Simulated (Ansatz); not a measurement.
# CH₄BGaO: small, medium and large basis sets

An exercise on one series of results from a longer session: the logs are not shown, and one member is left open.

The runs use Ansatz 0.2.0, Gaussian basis; one geometry, several basis sets.

Plan: PBE0-D4/def2-SVP; ωB97M-V/def2-SVP; PBE0-D4/def2-QZVPP; ωB97M-V/def2-QZVPP; the functionals' def2-TZVPP values are taken from earlier runs.

## Structure used throughout

The geometry comes from an earlier relaxation with PBE0-D4 in a triple-zeta def2 set; it is a stationary point, not always the lowest conformer.

SMILES `[GaH2][CH]1BO1`, 8 atoms, charge 0, spin multiplicity 1.

Atoms are counted from 1 here; the program's logs count them from 0.

Bond lengths: Ga1–C2 1.952 Å, Ga1–H5 1.566 Å, Ga1–H6 1.568 Å, C2–B3 1.521 Å, C2–O4 1.536 Å, C2–H7 1.091 Å, B3–O4 1.321 Å, B3–H8 1.184 Å. Angles: C2–Ga1–H5 119.1°, C2–Ga1–H6 118.4°, H5–Ga1–H6 122.4°, Ga1–C2–B3 124.0°, Ga1–C2–O4 117.2°, Ga1–C2–H7 118.8°, B3–C2–O4 51.2°, B3–C2–H7 115.3°, O4–C2–H7 110.3°, C2–B3–O4 65.0°, C2–B3–H8 157.1°, O4–B3–H8 137.9°, C2–O4–B3 63.8°.

Set-up of the first run:

Input file in.yaml:

```yaml
crystal:
  periodic: [false, false, false]
  atoms:
    - {symbol: Ga, position_ang: [-0.822735, 1.189067, -0.479800]}
    - {symbol: C, position_ang: [0.503669, 0.048890, 0.386567]}
    - {symbol: B, position_ang: [0.461415, -1.471307, 0.366884]}
    - {symbol: O, position_ang: [1.285884, -0.924521, -0.508635]}
    - {symbol: H, position_ang: [-1.282451, 0.848954, -1.937663]}
    - {symbol: H, position_ang: [-1.433141, 2.379400, 0.338867]}
    - {symbol: H, position_ang: [1.163046, 0.486837, 1.137039]}
    - {symbol: H, position_ang: [0.124303, -2.557330, 0.696741]}
basis:
  gaussian: {orbitals: def2-SVP}
hamiltonian: {xc: pbe0, dispersion: d4}
output: {orbitals: {seedname: orbitals}}
```

The run is started by

```console
> ansatz run in.yaml --threads 2 --pin off --events-out ev --progress --plain --max-ram 4352MiB
```

Steps of the session up to this table: PBE0-D4 in def2-SVP; ωB97M-V in def2-SVP; PBE0-D4 in def2-QZVPP; ωB97M-V in def2-QZVPP.

One table of the session follows, with a row left open; its other results are not shown here.

It belongs to the step «Functionals by basis». 

| functional | basis | HOMO (eV) | LUMO (eV) |
| --- | --- | --- | --- |
| PBE0-D4 | def2-SVP | -7.74 | -1.64 |
| PBE0-D4 | def2-TZVPP | -7.76 | -1.68 |
| PBE0-D4 | def2-QZVPP | -7.77 | -1.71 |
| ωB97M-V | def2-SVP | ? | ? |
| ωB97M-V | def2-TZVPP | -10.00 | 0.02 |
| ωB97M-V | def2-QZVPP | -10.01 | -0.14 |

**Question.** Estimate the row for ωB97M-V, def2-SVP.

As computed: HOMO (eV): -9.96; LUMO (eV): 0.10. In the column «HOMO (eV)» it lies between ωB97M-V, def2-TZVPP (-10.00) and PBE0-D4, def2-QZVPP (-7.77).
